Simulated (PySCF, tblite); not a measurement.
# C34H16: electronic excitations, NMR shifts, part 2 of 2

tblite 0.8.0 and PySCF 2.14.0. Atoms count from 0. Earlier steps stand in the parts before.

## (5) NMR shifts: GIAO KT3/pcSseg-1

The job: settings as JSON, then the geometry in Å.

```
{"job": {"kind": "nmr", "xc": "KT3", "basis": "pcSseg-1", "pop": false}, "charge": 0, "multiplicity": 1}
C      6.229875     0.538584     0.143666
C      6.194152    -0.855827     0.107928
C      4.989939    -1.504708     0.083526
C      3.766691    -0.805818     0.093938
C      3.802924     0.612553     0.129458
C      5.060021     1.248056     0.154297
C      2.577785     1.357019     0.140307
C      2.565476     2.777514     0.176352
C      1.410101     3.483858     0.186552
C      0.150019     2.829996     0.161216
C     -1.037372     3.541173     0.171207
C     -2.278856     2.897831     0.146082
C     -3.480044     3.635292     0.155690
C     -4.684382     2.989094     0.128907
C     -4.738154     1.595727     0.093067
C     -3.589418     0.819806     0.083146
C     -3.626433    -0.634002     0.046574
C     -4.813336    -1.349643     0.019431
C     -4.830622    -2.743913    -0.016252
C     -3.660783    -3.451107    -0.025088
C     -2.423482    -2.776460     0.001455
C     -1.216471    -3.482584    -0.007414
C      0.005609    -2.833257     0.017364
C      1.230765    -3.550957     0.008163
C      2.420521    -2.904782     0.032442
C      2.505200    -1.486584     0.068074
C      1.308343    -0.746537     0.078566
C      0.051115    -1.409881     0.053577
C     -1.155428    -0.684062     0.063259
C     -2.399890    -1.353314     0.037368
C     -1.118987     0.743088     0.099412
C     -2.327777     1.475268     0.109464
C      0.122985     1.406171     0.125014
C      1.344822     0.679351     0.114491
H      7.178785     1.053510     0.162983
H      7.115601    -1.418558     0.099239
H      4.994575    -2.581804     0.055743
H      5.119327     2.323449     0.181522
H      3.497547     3.317654     0.197255
H      1.426350     4.564411     0.214135
H     -1.006196     4.621235     0.199237
H     -3.428005     4.713680     0.184234
H     -5.606184     3.552660     0.135718
H     -5.712293     1.134420     0.073609
H     -5.762397    -0.838374     0.026115
H     -5.779896    -3.259466    -0.037105
H     -3.664134    -4.530709    -0.053084
H     -1.240656    -4.562801    -0.034539
H      1.191693    -4.631056    -0.019250
H      3.324260    -3.491735     0.024580
```

Method: GIAO KT3/pcSseg-1 NMR shielding, non-relativistic, gas phase.

Standard output:

```text
start: PBE on a coarse grid of 43661 points
cycle   1  E = -1303.1014995538  dE =  6.473e+00  |g| = 8.841e-01  |ddm| = 1.706e+01
cycle   2  E = -1303.0162365314  dE =  8.526e-02  |g| = 1.062e+00  |ddm| = 5.969e+00
cycle   3  E = -1303.3044592838  dE = -2.882e-01  |g| = 2.943e-01  |ddm| = 3.986e+00
cycle   4  E = -1303.3231271556  dE = -1.867e-02  |g| = 1.417e-01  |ddm| = 6.420e-01
cycle   5  E = -1303.3294016003  dE = -6.274e-03  |g| = 3.395e-02  |ddm| = 4.994e-01
cycle   6  E = -1303.3296607984  dE = -2.592e-04  |g| = 1.464e-02  |ddm| = 6.940e-02
cycle   7  E = -1303.3297146989  dE = -5.390e-05  |g| = 7.433e-03  |ddm| = 4.388e-02
final grid: 407503 points
cycle   8  E = -1327.0608947810  dE = -7.744e-02  |g| = 3.028e-02  |ddm| = 4.851e+00
cycle   9  E = -1327.0602247870  dE =  6.700e-04  |g| = 5.429e-02  |ddm| = 2.460e-01
cycle  10  E = -1327.0610178317  dE = -7.930e-04  |g| = 2.034e-02  |ddm| = 1.503e-01
cycle  11  E = -1327.0611172405  dE = -9.941e-05  |g| = 1.027e-02  |ddm| = 5.454e-02
cycle  12  E = -1327.0611475052  dE = -3.026e-05  |g| = 4.178e-03  |ddm| = 2.621e-02
cycle  13  E = -1327.0611531382  dE = -5.633e-06  |g| = 1.531e-03  |ddm| = 1.028e-02
cycle  14  E = -1327.0611524779  dE =  6.602e-07  |g| = 7.784e-04  |ddm| = 7.500e-03
cycle  15  E = -1327.0611532022  dE = -7.243e-07  |g| = 1.595e-04  |ddm| = 4.096e-03
cycle  16  E = -1327.0611525245  dE =  6.778e-07  |g| = 8.748e-05  |ddm| = 6.825e-03
converged SCF energy = -1327.0611525245

GIAO shielding tensors (ppm)
atom      isotropic    diamagn.    paramagn.     s11        s22        s33       span
  0 C       64.967     248.910    -183.943    -34.210     56.350    172.760    206.971
  1 C       64.985     248.864    -183.879    -34.161     56.334    172.782    206.944
  2 C       68.507     232.894    -164.388    -27.433     57.718    175.236    202.669
  3 C       66.008     241.046    -175.038     -4.444     14.575    187.893    192.337
  4 C       66.019     240.875    -174.856     -4.428     14.587    187.899    192.326
  5 C       68.495     232.933    -164.439    -27.463     57.700    175.246    202.709
  6 C       65.705     239.774    -174.069      3.364     16.709    177.043    173.680
  7 C       67.627     256.206    -188.579    -24.691     60.774    166.798    191.489
  8 C       61.597     251.945    -190.348    -24.910     61.973    147.728    172.638
  9 C       60.234     255.305    -195.071    -11.209     12.699    179.212    190.420
 10 C       64.389     250.061    -185.672     -7.334     60.688    139.813    147.147
 11 C       60.151     256.927    -196.776     -6.832      2.459    184.825    191.658
 12 C       62.843     239.198    -176.355    -24.336     57.906    154.959    179.295
 13 C       64.304     257.633    -193.330    -34.291     56.170    171.032    205.322
 14 C       71.443     224.258    -152.815    -17.153     58.618    172.864    190.017
 15 C       59.731     245.755    -186.024    -16.029     27.977    167.246    183.276
 16 C       59.739     245.717    -185.979    -16.051     28.007    167.259    183.310
 17 C       71.434     224.269    -152.835    -17.179     58.623    172.858    190.037
 18 C       64.308     257.649    -193.340    -34.276     56.161    171.041    205.317
 19 C       62.853     239.195    -176.342    -24.323     57.910    154.971    179.294
 20 C       60.169     256.864    -196.695     -6.802      2.470    184.839    191.642
 21 C       64.405     250.085    -185.680     -7.309     60.697    139.828    147.137
 22 C       60.231     255.398    -195.167    -11.203     12.697    179.199    190.401
 23 C       61.603     251.917    -190.314    -24.875     61.974    147.711    172.585
 24 C       67.616     256.157    -188.541    -24.675     60.756    166.767    191.442
 25 C       65.687     239.701    -174.013      3.320     16.707    177.035    173.715
 26 C       70.552     243.255    -172.703      3.231     17.179    191.246    188.015
 27 C       69.314     242.408    -173.094      7.777     14.183    185.982    178.206
 28 C       67.634     243.310    -175.676      4.712     18.015    180.175    175.463
 29 C       67.772     232.902    -165.130      7.297     10.289    185.729    178.432
 30 C       67.631     243.348    -175.717      4.712     18.006    180.175    175.463
 31 C       67.752     232.825    -165.073      7.265     10.275    185.715    178.450
 32 C       69.310     242.405    -173.094      7.781     14.166    185.984    178.203
 33 C       70.563     243.349    -172.786      3.262     17.173    191.253    187.991
 34 H       23.583      25.883      -2.300     18.051     25.466     27.233      9.182
 35 H       23.586      25.876      -2.290     18.049     25.472     27.235      9.186
 36 H       22.405      37.867     -15.461     13.670     23.950     29.596     15.926
 37 H       22.406      37.859     -15.453     13.671     23.947     29.600     15.929
 38 H       22.580      38.473     -15.893     13.762     24.612     29.367     15.605
 39 H       23.513      33.760     -10.247     16.938     25.306     28.296     11.358
 40 H       23.321      37.598     -14.278     15.910     24.969     29.083     13.173
 41 H       23.524      32.289      -8.764     17.395     24.966     28.212     10.817
 42 H       23.620      26.042      -2.423     18.053     25.943     26.863      8.810
 43 H       22.556      38.897     -16.342     14.026     24.709     28.933     14.908
 44 H       22.554      38.915     -16.361     14.023     24.706     28.933     14.909
 45 H       23.621      26.054      -2.433     18.054     25.944     26.863      8.809
 46 H       23.526      32.284      -8.758     17.397     24.969     28.213     10.816
 47 H       23.322      37.597     -14.275     15.912     24.971     29.083     13.171
 48 H       23.512      33.767     -10.255     16.937     25.307     28.292     11.355
 49 H       22.578      38.481     -15.904     13.759     24.613     29.361     15.602
```

Run time: 51 s. Hardware: 2 threads of Arm Neoverse V2, shared host; peak memory 1.4 GiB.

Shifts follow as δ = σ(reference) − σ, with reference shieldings (ppm) from runs at the same level and on the same kind of geometry: ¹H TMS 31.76, ¹³C TMS 184.7. The references are single molecules in the gas phase. Atoms listed in one row are averaged.

| atoms | environment | σ (ppm) | δ (ppm) |
| --- | --- | --- | --- |
| C15, C16 | ring-fusion aromatic carbon | 59.7 | 125.0 |
| C11, C20 | ring-fusion aromatic carbon | 60.2 | 124.6 |
| C9, C22 | ring-fusion aromatic carbon | 60.2 | 124.5 |
| C8, C23 | aromatic CH | 61.6 | 123.1 |
| C12, C19 | aromatic CH | 62.8 | 121.9 |
| C13, C18 | aromatic CH | 64.3 | 120.4 |
| C10, C21 | aromatic CH | 64.4 | 120.3 |
| C0, C1 | aromatic CH | 65.0 | 119.7 |
| C6, C25 | ring-fusion aromatic carbon | 65.7 | 119.0 |
| C3, C4 | ring-fusion aromatic carbon | 66.0 | 118.7 |
| C7, C24 | aromatic CH | 67.6 | 117.1 |
| C28, C30 | ring-fusion aromatic carbon | 67.6 | 117.1 |
| C29, C31 | ring-fusion aromatic carbon | 67.8 | 117.0 |
| C2, C5 | aromatic CH | 68.5 | 116.2 |
| C27, C32 | ring-fusion aromatic carbon | 69.3 | 115.4 |
| C26, C33 | ring-fusion aromatic carbon | 70.6 | 114.2 |
| C14, C17 | aromatic CH | 71.4 | 113.3 |
| H36, H37 | hydrogen on an aromatic CH | 22.41 | 9.35 |
| H43, H44 | hydrogen on an aromatic CH | 22.55 | 9.21 |
| H38, H49 | hydrogen on an aromatic CH | 22.58 | 9.18 |
| H40, H47 | hydrogen on an aromatic CH | 23.32 | 8.44 |
| H39, H48 | hydrogen on an aromatic CH | 23.51 | 8.25 |
| H41, H46 | hydrogen on an aromatic CH | 23.53 | 8.23 |
| H34, H35 | hydrogen on an aromatic CH | 23.58 | 8.18 |
| H42, H45 | hydrogen on an aromatic CH | 23.62 | 8.14 |

Ring of atoms C0, C1, C2, C3, C4, C5: NICS(0) -9.9, NICS(1) -12.4, NICS(1)zz -30.9 ppm (means of both faces).

Ring of atoms C3, C4, C6, C25, C26, C33: NICS(0) -8.8, NICS(1) -11.7, NICS(1)zz -27.0 ppm (means of both faces).

Ring of atoms C6, C7, C8, C9, C32, C33: NICS(0) -1.2, NICS(1) -5.4, NICS(1)zz -8.6 ppm (means of both faces).

## (6) Summary of results

The summary covers parts 1 to 2.

| quantity | value |
| --- | --- |
| strongest single infrared mode (GFN2-xTB) | 3086 cm⁻¹, 167 km/mol |
| zero-point energy (GFN2-xTB) | 234.3 kcal/mol |
| lowest singlet (B3LYP/6-31G*) | 2.01 eV (617 nm), f = 0.211 |
| lowest triplet | 1.09 eV |
| ¹³C shifts against TMS (KT3/pcSseg-1, means over atoms taken as alike) | 125.0, 124.6, 124.5, 123.1, 121.9, 120.4, 120.3, 119.7, 119.0, 118.7, 117.1, 117.1, 117.0, 116.2 ppm and more |
| ¹H shifts against TMS (KT3/pcSseg-1, means over atoms taken as alike) | 9.35, 9.21, 9.18, 8.44, 8.25, 8.23, 8.18, 8.14 ppm |

What this shows: No mode is imaginary among the 144: a minimum at this level. Unscaled tight-binding wavenumbers are off by several per cent, some by more. Its intensities can rank the bands wrongly. The lowest singlet, at 2.01 eV, is HOMO→LUMO 0.98 and is bright. State 1 absorbs in the visible (617 nm). The lowest triplet lies 0.92 eV below the lowest singlet (triplets in Tamm-Dancoff, singlets in full TDDFT). NICS(1)zz of -31 ppm above the planar ring from C0 marks a diatropic (aromatic) ring current. NICS(1)zz of -27 ppm above the planar ring from C3 marks a diatropic (aromatic) ring current.
